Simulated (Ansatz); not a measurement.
# GaHClO (sextet): from Hartree-Fock to the top rungs, cc-pVDZ

One table from this session's results is given with a row withheld; the runs are named, their logs left out.

Computed with Ansatz 0.2.0, Gaussian basis. Level: cc-pVDZ, core rule «outside noble gas», up to 20 orbitals frozen.

To be run: UHF; CCSD(T) on ROHF; CCSD(T) on UHF; BCCD(T) on ROHF; CCSDT(Q) on ROHF; CCSDT(Q) on UHF.

39 further runs of the same task are left out: 10 for a known fault of the program, 14 that didn't finish, 15 set aside as unsound or not needed. Runs told in other sessions of the task aren't counted.

### The geometry

The geometry is a PBE0/def2-TZVP stationary point (not a proven minimum) of the parent state, kept for this charge and spin. No spin-orbit coupling is included. The filled d shell of Ga may be among the frozen orbitals whatever the setting's name suggests.

4 atoms, charge 0, spin multiplicity 6.

Atoms are counted from 1 here; the program's logs count them from 0.

Bond lengths: Cl1–Ga3 2.485 Å, O2–Ga3 2.044 Å, Ga3–H4 1.646 Å. Angles: Cl1–Ga3–O2 58.9°, Cl1–Ga3–H4 154.9°, O2–Ga3–H4 96.0°.

Set-up of the first run:

File in.yaml:

```yaml
crystal:
  periodic: [false, false, false]
  atoms:
    - {symbol: Cl, position_ang: [0.000000, -0.267554, 1.633067]}
    - {symbol: O, position_ang: [0.000000, 1.510446, 0.238746]}
    - {symbol: Ga, position_ang: [0.000000, -0.217939, -0.851528]}
    - {symbol: H, position_ang: [0.000000, 0.510707, -2.327383]}
basis:
  gaussian: {orbitals: cc-pVDZ}
magnetization: {spin_polarized: true, initial_magnetization: 5}
hamiltonian: {xc: hf}
output: {orbitals: {seedname: orbitals}}
```

Launch:

```
$ ansatz run in.yaml --threads 1 --pin off --events-out ev --progress --plain --max-ram 2393MiB
```

Steps of the session up to this table: UHF; CCSD(T) on ROHF; CCSD(T) on UHF; BCCD(T) on ROHF; CCSDT(Q) on ROHF; CCSDT(Q) on UHF.

One table of the session follows, with a row left open; its other results are not shown here.

| method | from RCCSDT(Q) (kJ/mol) |
| --- | --- |
| RMP2 | +193.9 |
| UMP2 | +169.9 |
| RCCSD | +71.6 |
| UCCSD | ? |
| RCCSD(T) | +31.1 |
| UCCSD(T) | +24.3 |
| BCCD(T) | +21.0 |
| RCCSDT | +13.1 |
| UCCSDT | +10.3 |
| RCCSDT(Q) | 0 |
| UCCSDT(Q) | +0.3 |

Q: Estimate the row for UCCSD from the others.

The run gave: from RCCSDT(Q) (kJ/mol): +59.9. In the column «from RCCSDT(Q) (kJ/mol)» it lies between RCCSD(T) (+31.1) and RCCSD (+71.6).

Left out of the table: ROHF, UHF (another determinant or state than the rows shown).

Limits of these values: Warnings: coupled cluster took another determinant than the lowest; large T1 diagnostic. Restricted and unrestricted rows rest on different reference determinants; a gap between their highest levels can come from leftover correlation error, from unlike frozen cores or from another state.
